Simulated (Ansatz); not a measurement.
# CHGaP (quartet): wave-function methods side by side at a displaced geometry (v1), cc-pVDZ

One table from this session's results is given with a row withheld; the runs are named, their logs left out.

The runs use Ansatz 0.2.0, Gaussian basis; cc-pVDZ, core rule «outside noble gas», up to 20 orbitals frozen.

Plan: UHF; CCSD(T) on ROHF; BCCD(T) on ROHF; CISD; CCSDT(Q) on ROHF; CCSDT(Q) on UHF.

38 further runs of the same task are left out: 24 that didn't finish, 14 set aside as unsound or not needed.

### The system

The geometry is a PBE0/def2-TZVP stationary point (not a proven minimum) with its atoms shifted at random (size 0.040 Å). No spin-orbit coupling is included. The filled d shell of Ga may be among the frozen orbitals whatever the setting's name suggests; the logs give the count.

4 atoms, charge 0, spin multiplicity 4.

Atoms are counted from 1 here; the program's logs count them from 0.

Bond lengths: C1–Ga2 1.930 Å, Ga2–P3 2.395 Å, P3–H4 1.369 Å. Angles: C1–Ga2–P3 177.3°, Ga2–P3–H4 88.8°.

Geometry (Å):

```
C     0.00234   -0.34029    2.64543
Ga    0.00150   -0.30348    0.71577
P     0.04947   -0.36079   -1.67757
H    -0.05331    1.00457   -1.68363
```

Set-up of the first run:

in.yaml

```yaml
crystal:
  periodic: [false, false, false]
  atoms:
    - {symbol: C, position_ang: [0.002337, -0.340294, 2.645428]}
    - {symbol: Ga, position_ang: [0.001504, -0.303478, 0.715769]}
    - {symbol: P, position_ang: [0.049468, -0.360794, -1.677570]}
    - {symbol: H, position_ang: [-0.053309, 1.004566, -1.683627]}
basis:
  gaussian: {orbitals: cc-pVDZ}
magnetization: {spin_polarized: true, initial_magnetization: 3}
hamiltonian: {xc: hf}
output: {orbitals: {seedname: orbitals}}
```

The run is started by

```bash
$ ansatz run in.yaml --threads 1 --pin off --events-out ev --progress --plain --max-ram 2393MiB
```

Steps of the session up to this table: UHF; CCSD(T) on ROHF; BCCD(T) on ROHF; CISD; CCSDT(Q) on ROHF; CCSDT(Q) on UHF.

One table of the session follows, with a row left open; its other results are not shown here.

It belongs to the step «Misses and costs». 

| method | from RCCSDT(Q) (meV) |
| --- | --- |
| ROHF | +7798.7 |
| RMP2 | +1650.4 |
| RCCSD | +458.6 |
| RCCSD(T) | +110.7 |
| BCCD(T) | ? |
| RCCSDT | +35.9 |
| RCCSDT(Q) | 0 |

Q: Estimate the row for BCCD(T) from the others.

As computed: from RCCSDT(Q) (meV): +111.3. In the column «from RCCSDT(Q) (meV)» it lies between RCCSD(T) (+110.7) and RCCSD (+458.6).

Not comparable, so not listed: CISD; CCSDT(Q) on UHF (they don't share determinant, frozen orbitals or solution with the rows shown, or repeat one).
